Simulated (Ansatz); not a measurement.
# Ta3N (P-3m1) in Ansatz: convergence with wavefunction cutoff

Aim: find how far wavefunction cutoff must go before the results for Ta3N settle, at PBE+U. This setting moves, with any that are tied to it; all else stays.

Everything below comes from runs of Ansatz 0.2.0. Logs are shortened: lines on timing, memory, paths and dates and some standing lists are left out, and cuts for length are marked.

### Step 1. The crystal as given

The structure is trigonal, space group P-3m1 (No. 164). The conventional cell has a = 3.032 Å, b = 3.032 Å, c = 7.524 Å, α = 90.00°, β = 90.00°, γ = 120.00°. Around Ta (site symmetry 3m) lie 3 N at 2.19 Å. Ta (site symmetry -3m) is surrounded by 12 Ta at 3.01 to 3.03 Å. Around N (site symmetry -3m) lie 6 Ta at 2.19 Å.

The cell comes from a database or a generator and needn't be the stable form of this composition.

### Step 2. With wavefunction cutoff 200 eV

input.yaml reads:

```yaml
crystal:
  lattice:
    - [3.0322239879, 0.0, 0.0]
    - [-1.516111994, 2.6259830035, 0.0]
    - [0.0, 0.0, 7.524137]
  atoms:
    - { symbol: Ta, position: [0.6666666667, 0.3333333333, 0.82607] }
    - { symbol: Ta, position: [0.3333333333, 0.6666666667, 0.17393] }
    - { symbol: Ta, position: [0.0, 0.0, 0.5] }
    - { symbol: "N", position: [0.0, 0.0, 0.0] }
hamiltonian:
  xc: pbe
  pseudopotentials: { kind: paw_fr }
  hubbard: { sites: [{ species: Ta, l: d, u_eff: 6.0 }] }
magnetization:
  noncollinear: true
  spin_orbit: true
kpoints:
  mp_grid: { grid: [8, 8, 3] }
scf:
  occupations: { method: fermi_dirac, width: 0.05 }
output:
  forces: true
  stress: true
  eigenvalues: true
basis:
  ecutwfc: "200 eV"
```

Potentials or basis: Ansatz PAW.

Launch:

```
ansatz run input.yaml --threads 2 --pin off --max-ram 5632MiB --backend cpu --events-out ev --progress --plain --runs-dir out
```

It took 9 s on 2 threads of Arm Neoverse V2, shared host; peak memory 0.47 GiB.

Results:

```
Free energy            : -30222.6994 eV
Pressure               : 12.9 GPa
Largest force          : 0.249 eV/Å
Band gap on the k mesh : none (metal or under the smearing width)
```

### Step 3. With wavefunction cutoff 250 eV

input.yaml, as its differences from that of step 2:

```diff
@@ -26,2 +26,2 @@
 basis:
-  ecutwfc: "200 eV"
+  ecutwfc: "250 eV"
```

Potentials or basis: Ansatz PAW.

Launch:

```
ansatz run input.yaml --threads 2 --pin off --max-ram 5632MiB --backend cpu --events-out ev --progress --plain --runs-dir out
```

Wall time 11 s (2 threads of Arm Neoverse V2, shared host); peak memory 0.5 GiB.

Results:

```yaml
Free_energy: -30228.2864 eV
Pressure: 9.4 GPa
Largest_force: 0.126 eV/Å
```

### Step 4. With wavefunction cutoff 300 eV

input.yaml, as its differences from that of step 3:

```diff
@@ -26,2 +26,2 @@
 basis:
-  ecutwfc: "250 eV"
+  ecutwfc: "300 eV"
```

Launch:

```
ansatz run input.yaml --threads 2 --pin off --max-ram 5632MiB --backend cpu --events-out ev --progress --plain --runs-dir out
```

Wall time 14 s (2 threads of Arm Neoverse V2, shared host); peak memory 0.54 GiB.

Results:

```
Free energy   : -30229.3352 eV
Pressure      : 10.2 GPa
Largest force : 0.018 eV/Å
```

### Step 5. With wavefunction cutoff 350 eV

input.yaml, as its differences from that of step 4:

```diff
@@ -26,2 +26,2 @@
 basis:
-  ecutwfc: "300 eV"
+  ecutwfc: "350 eV"
```

Launch:

```
ansatz run input.yaml --threads 2 --pin off --max-ram 5632MiB --backend cpu --events-out ev --progress --plain --runs-dir out
```

It took 17 s on 2 threads of Arm Neoverse V2, shared host; peak memory 0.59 GiB.

What came out:

- Free energy: -30229.5735 eV
- Pressure: 10.2 GPa
- Largest force: 0.018 eV/Å

### Step 6. With wavefunction cutoff 400 eV

input.yaml, as its differences from that of step 5:

```diff
@@ -26,2 +26,2 @@
 basis:
-  ecutwfc: "350 eV"
+  ecutwfc: "400 eV"
```

Potentials or basis: Ansatz PAW.

Launch:

```
ansatz run input.yaml --threads 2 --pin off --max-ram 5632MiB --backend cpu --events-out ev --progress --plain --runs-dir out
```

It took 21 s on 2 threads of Arm Neoverse V2, shared host; peak memory 0.63 GiB.

The run converged. Its results:

* Free energy: -30229.6361 eV
* Pressure: 10.2 GPa
* Largest force: 0.016 eV/Å

### Step 7. With wavefunction cutoff 450 eV

input.yaml, as its differences from that of step 6:

```diff
@@ -26,2 +26,2 @@
 basis:
-  ecutwfc: "400 eV"
+  ecutwfc: "450 eV"
```

Launch:

```
ansatz run input.yaml --threads 2 --pin off --max-ram 5632MiB --backend cpu --events-out ev --progress --plain --runs-dir out
```

Wall time 24 s (2 threads of Arm Neoverse V2, shared host); peak memory 0.68 GiB.

It converged, with:

```
Free energy   : -30229.6491 eV
Pressure      : 10.2 GPa
Largest force : 0.017 eV/Å
```

### Step 8. With wavefunction cutoff 500 eV

input.yaml, as its differences from that of step 7:

```diff
@@ -26,2 +26,2 @@
 basis:
-  ecutwfc: "450 eV"
+  ecutwfc: "500 eV"
```

Launch:

```
ansatz run input.yaml --threads 2 --pin off --max-ram 5632MiB --backend cpu --events-out ev --progress --plain --runs-dir out
```

Wall time 25 s (2 threads of Arm Neoverse V2, shared host); peak memory 0.74 GiB.

The run converged. Its results:

* Free energy: -30229.6504 eV
* Pressure: 10.2 GPa
* Largest force: 0.017 eV/Å

### Step 9. With wavefunction cutoff 600 eV

input.yaml, as its differences from that of step 8:

```diff
@@ -26,2 +26,2 @@
 basis:
-  ecutwfc: "500 eV"
+  ecutwfc: "600 eV"
```

Potentials or basis: Ansatz PAW.

Launch:

```
ansatz run input.yaml --threads 2 --pin off --max-ram 5632MiB --backend cpu --events-out ev --progress --plain --runs-dir out
```

It took 32 s on 2 threads of Arm Neoverse V2, shared host; peak memory 0.84 GiB.

It converged, with:

```
Free energy   : -30229.6514 eV
Pressure      : 10.2 GPa
Largest force : 0.017 eV/Å
```

### Step 10. With wavefunction cutoff 800 eV

input.yaml, as its differences from that of step 9:

```diff
@@ -26,2 +26,2 @@
 basis:
-  ecutwfc: "600 eV"
+  ecutwfc: "800 eV"
```

Potentials or basis: Ansatz PAW.

Launch:

```
ansatz run input.yaml --threads 2 --pin off --max-ram 5632MiB --backend cpu --events-out ev --progress --plain --runs-dir out
```

Standard output:

```text
Warning: RAYON_NUM_THREADS=2 ignored (pool sized by the plan → 2); use --threads N
Ta: projections on atomic orbitals take those of the free atom [Kr 4d10 4f14] 5s2 5p6 5d3 6s2, of charge +0.00 (hamiltonian.pseudopotentials.projection_atoms); the dataset's partial waves leave at most 1.2e-6 of an orbital's norm unspanned inside its sphere
N: projections on atomic orbitals take those of the free atom [He] 2s2 2p3, of charge +0.00 (hamiltonian.pseudopotentials.projection_atoms); the dataset's partial waves leave at most 3.0e-12 of an orbital's norm unspanned inside its sphere
Engine: ansatz 0.2.0, aarch64-unknown-linux-gnu
Pseudopotentials: kind: paw_fr
Pseudopotential: Ta, paw_fr, valence charge 13, recommended cutoff 420 eV (normal), Ta.paw.azcp#standard-fr
Pseudopotential: N, paw_fr, valence charge 5, recommended cutoff 420 eV (normal), N.paw.azcp#standard-fr
Functional definition: PBE
  parameter kappa = 0.804
  parameter beta = 0.06672455060314922
[... 71 lines left out ...]
  shell 2: Tr N=3.9454  μ_S=(+0.0000, +0.0000, +0.0000)  μ_L=(+0.0000, +0.0000, -0.0000)  μ=(+0.0000, +0.0000, -0.0000)  ν=0.4525 (axis n/a)
--- Forces (eV/Å), atoms counted from 1 ---
  atom   1  Ta     0.00000000    -0.00000000     0.01699645
  atom   2  Ta     0.00000000     0.00000000    -0.01699645
  atom   3  Ta     0.00000000     0.00000000    -0.00000000
  atom   4  N      0.00000000     0.00000000     0.00000000
  max |Σ_I F_I| component: 3.70e-17 eV/Å
--- Stress (GPa, compression-positive) ---
        9.891024       0.000000      -0.000000
        0.000000       9.891024      -0.000000
       -0.000000      -0.000000      10.703561
  P = ⅓ Tr σ = 10.1619 GPa (101.619 kbar)
--- Band table (eV; the first three rows and the last of 25) ---
  k-point 0: bands = ["-49.4168", "-49.4168", "-49.3851", "-49.3851", "-48.2364", "-48.2364", "-22.2537", "-22.2537", "-22.1652", "-22.1652", "-21.0278", "-21.0278", "-13.8020", "-13.8020", "-13.4757", "-13.4757", "-13.2988", "-13.2988", "-13.2635", "-13.2635", "-12.3147", "-12.3147", "-12.0905", "-12.0905", "1.9420", "1.9420", "10.4607", "10.4607", "12.2118", "12.2118", "13.6991", "13.6991", "13.9247", "13.9247", "15.3058", "15.3058", "17.4684", "17.4684", "18.1556", "18.1556", "18.1781", "18.1781", "18.7530", "18.7530", "19.8403", "19.8403", "19.9076", "19.9076", "20.6282", "20.6282", "20.7767", "20.7767", "21.9544", "21.9544"]
  k-point 1: bands = ["-49.4163", "-49.4163", "-49.3862", "-49.3862", "-48.2367", "-48.2367", "-22.2583", "-22.2583", "-22.1604", "-22.1604", "-21.0281", "-21.0281", "-13.8345", "-13.8345", "-13.4265", "-13.4265", "-13.3002", "-13.3002", "-13.2621", "-13.2621", "-12.3325", "-12.3325", "-12.0906", "-12.0906", "1.9563", "1.9563", "10.2074", "10.2074", "12.6574", "12.6574", "13.6954", "13.6954", "13.9233", "13.9233", "15.1716", "15.1716", "17.3915", "17.3915", "17.8535", "17.8535", "18.2558", "18.2558", "18.7631", "18.7631", "19.8354", "19.8354", "20.0476", "20.0476", "20.4884", "20.4884", "21.0429", "21.0429", "21.5713", "21.5713"]
  k-point 2: bands = ["-49.4079", "-49.4079", "-49.3770", "-49.3770", "-48.2272", "-48.2272", "-22.2700", "-22.2700", "-22.1886", "-22.1886", "-21.0484", "-21.0484", "-13.8085", "-13.8085", "-13.5064", "-13.5064", "-13.3718", "-13.3718", "-13.3374", "-13.3374", "-12.3412", "-12.3412", "-12.1615", "-12.1615", "2.1223", "2.1223", "10.8783", "10.8783", "12.3265", "12.3265", "13.5627", "13.5627", "13.8612", "13.8612", "15.6844", "15.6844", "17.1110", "17.1110", "17.8182", "17.8182", "18.2618", "18.2618", "18.5621", "18.5621", "19.6510", "19.6510", "19.9641", "19.9641", "20.5722", "20.5722", "21.1614", "21.1614", "21.6132", "21.6132"]
  k-point 24: bands = ["-49.3449", "-49.3449", "-49.3427", "-49.3427", "-48.1785", "-48.1785", "-22.3717", "-22.3717", "-22.3546", "-22.3546", "-21.1830", "-21.1830", "-13.9747", "-13.9747", "-13.9226", "-13.9226", "-13.6751", "-13.6751", "-13.5947", "-13.5947", "-12.6605", "-12.6605", "-12.4380", "-12.4380", "3.1027", "3.1027", "11.5144", "11.5144", "12.2901", "12.2901", "13.0080", "13.0080", "16.3940", "16.3940", "16.8390", "16.8390", "17.0847", "17.0847", "17.4627", "17.4627", "17.9810", "17.9810", "18.3012", "18.3012", "19.7803", "19.7803", "20.6890", "20.6890", "22.1471", "22.1471", "22.9227", "22.9227", "23.4841", "23.4841"]
Occupation matrices written to <dir>
```

occupation_matrices:

```text
[... 62 lines left out ...]
      - [[0.04216330297244257, 1.2042213445283746e-12], [6.2341624917916505e-18, -0.07649341766144527], [-0.07649341766144527, -6.8196706716905106e-18], [-4.689174395999807e-18, 1.63436110187489e-17], [-8.322212444106764e-22, 1.0613523208349114e-19], [1.5178830416947407e-18, 9.025718655671146e-18], [-0.1005904844297524, 3.983910441455802e-13], [-2.8729440430374366e-12, -0.013948371011362336], [4.9005938196008536e-17, 0.15195517973547912], [0.3994413117913555, -1.6676054071740922e-17]]
```

Run time: 48 s. Hardware: 2 threads of Arm Neoverse V2, shared host; peak memory 1.1 GiB.

What came out:

```
Free energy   : -30229.6522 eV
Pressure      : 10.2 GPa
Largest force : 0.017 eV/Å
```

### Step 11. Summary

```tsv
wavefunction cutoff	energy less the tightest run, at zero smearing (meV/atom)	pressure (GPa)	largest force (eV/Å)	SCF cycles	CPU time (s)	peak memory (GiB)
200 eV	1738.72	12.93	0.249	15	17	0.47
250 eV	341.45	9.42	0.126	15	21	0.5
300 eV	79.26	10.18	0.018	16	27	0.54
350 eV	19.67	10.18	0.018	16	33	0.59
400 eV	4.03	10.17	0.016	16	41	0.63
450 eV	0.77	10.16	0.017	16	48	0.68
500 eV	0.45	10.16	0.017	16	49	0.74
600 eV	0.19	10.16	0.017	16	63	0.84
800 eV	0.00	10.16	0.017	16	95	1.1
```

Against the tightest run, the energy stays within 1 meV/atom from 450 eV on; the pressure stays within 0.1 GPa from 300 eV on; the largest force stays within 0.005 eV/Å from 300 eV on. The tightest run that finished is the yardstick and may itself not be fully converged.
